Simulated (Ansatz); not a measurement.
# Sn3Te: elastic constants with PBEsol

The system is Sn3Te.

```
Te Sn
1.0
    -2.30090    2.30090    5.51649
     2.30090   -2.30090    5.51649
     2.30090    2.30090   -5.51649
Te Sn
1 3
Cartesian
  0.0000 0.0000 0.0000
  0.0000 0.0000 5.5165
  2.3009 0.0000 2.7582
  0.0000 2.3009 2.7582
```

The cell comes from a database or a generator and needn't be the stable form of this composition.

```
Program             : Ansatz 0.2.0
Task                : elastic constants
Functional          : PBEsol
Potentials or basis : Ansatz PAW
Cutoff              : 420 eV (not typed: the program's choice for these potentials)
k mesh              : 8 × 8 × 8
Occupations         : fermi-dirac, width 0.05 eV
Spin                : no spin polarisation
Atoms under strain  : relaxed
```

```
Pressure               : -3.0 GPa
Band gap on the k mesh : none (metal or under the smearing width)
Voigt bulk modulus     : 38 GPa
```

Stress tensor (GPa, compression positive):
```
-3.01  0.00  0.00
 0.00 -3.01  0.00
 0.00  0.00 -3.12
```

Levels at points of the mesh, in eV from the Fermi level:
| k point | band 27 | band 28 | band 29 | band 30 | band 31 | band 32 |
| --- | --- | --- | --- | --- | --- | --- |
| (0.00, 0.00, 0.00) | -3.07 | -1.61 | -1.61 | -0.34 | 0.39 | 2.66 |
| (0.00, 0.00, -0.50) | -3.18 | -2.45 | -1.56 | -0.49 | 2.54 | 2.66 |
| (0.00, -0.50, 0.00) | -1.90 | -0.87 | -0.64 | 0.67 | 1.04 | 1.06 |
| (-0.50, -0.50, -0.50) | -1.06 | -0.15 | -0.15 | 0.51 | 1.53 | 1.99 |

Elastic tensor in Voigt notation (GPa, in the Cartesian axes of the cell as first typed):
```
-35 131  24   0   0   0
131 -35  24   0   0   0
 26  26  48   0   0   0
  0   0   0   1   0   0
  0   0   0   0   1   0
  0   0   0   0   0  28
```

Run time: 6 min on 2 threads of Arm Neoverse V2, on a shared host, peak memory 0.81 GiB.

Caveat: the cell is more than 3 GPa from zero pressure, which shifts response properties; the elastic tensor has a negative eigenvalue, so either the cell is unstable as it stands or the mesh is too thin; the PAW data sets come from PBE, with cores solved anew for the run's functional, which leaves a small shift of forces and pressure. The run has no spin-orbit coupling, so splittings on Te are missing.
